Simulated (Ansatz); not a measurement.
**C₂H₃BF₂: small, medium and large basis sets**

How large a basis does C₂H₃BF₂ need? Two functionals are run in growing sets.

Method: one geometry, several basis sets; program: Ansatz 0.2.0, Gaussian basis.

Levels to be run: PBE0-D4/def2-SVP; ωB97M-V/def2-SVP; PBE0-D4/def2-QZVPP; ωB97M-V/def2-QZVPP; the functionals' def2-TZVPP values are taken from earlier runs.

**1. The geometry**

All runs share one geometry, relaxed beforehand with PBE0-D4 in a triple-zeta def2 set.

SMILES `F[C@H]1B[C@@H]1F`, 8 atoms, charge 0, spin multiplicity 1.

Atoms are counted from 1 here; the program's logs count them from 0.

Bond lengths: F1–C2 1.364 Å, C2–B3 1.545 Å, C2–C4 1.469 Å, C2–H6 1.101 Å, B3–C4 1.545 Å, B3–H7 1.182 Å, C4–F5 1.364 Å, C4–H8 1.101 Å. Angles: F1–C2–B3 134.0°, F1–C2–C4 124.1°, F1–C2–H6 111.5°, B3–C2–C4 61.6°, B3–C2–H6 104.8°, C4–C2–H6 112.0°, C2–B3–C4 56.8°, C2–B3–H7 151.6°, C4–B3–H7 151.6°, C2–C4–B3 61.6°, C2–C4–F5 124.1°, C2–C4–H8 112.0°, B3–C4–F5 134.0°, B3–C4–H8 104.8°, F5–C4–H8 111.5°.

**2. PBE0-D4 in def2-SVP**

in.yaml

```yaml
crystal:
  periodic: [false, false, false]
  atoms:
    - {symbol: F, position_ang: [-1.133301, -0.415030, 1.583024]}
    - {symbol: C, position_ang: [-0.211338, 0.132561, 0.740796]}
    - {symbol: B, position_ang: [0.981289, -0.436523, -0.060362]}
    - {symbol: C, position_ang: [-0.309179, 0.093854, -0.724814]}
    - {symbol: F, position_ang: [-0.597995, 1.177512, -1.500365]}
    - {symbol: H, position_ang: [0.135592, 1.111770, 1.104425]}
    - {symbol: H, position_ang: [2.060991, -0.914735, -0.119832]}
    - {symbol: H, position_ang: [-0.833960, -0.806609, -1.078673]}
basis:
  gaussian: {orbitals: def2-SVP}
hamiltonian: {xc: pbe0, dispersion: d4}
output: {orbitals: {seedname: orbitals}}
```

The run is started by

```sh
> ansatz run in.yaml --threads 2 --pin off --events-out ev --progress --plain --max-ram 4352MiB
```

The runs that follow: ωB97M-V in def2-SVP; PBE0-D4 in def2-QZVPP; ωB97M-V in def2-QZVPP.

Before running them: what should the planned runs give, taken together? Wanted: PBE0-D4: double and triple zeta above quadruple; ωB97M-V: double and triple zeta above quadruple.

As calculated:

| quantity | value |
| --- | --- |
| PBE0-D4: double and triple zeta above quadruple | 10.15, 0.44 eV |
| ωB97M-V: double and triple zeta above quadruple | 10.40, 0.41 eV |

What this shows: PBE0-D4 gains 9.71 eV from double to triple zeta, then 0.44 eV more. Total energies overstate the basis error of differences, where much of it tends to cancel.
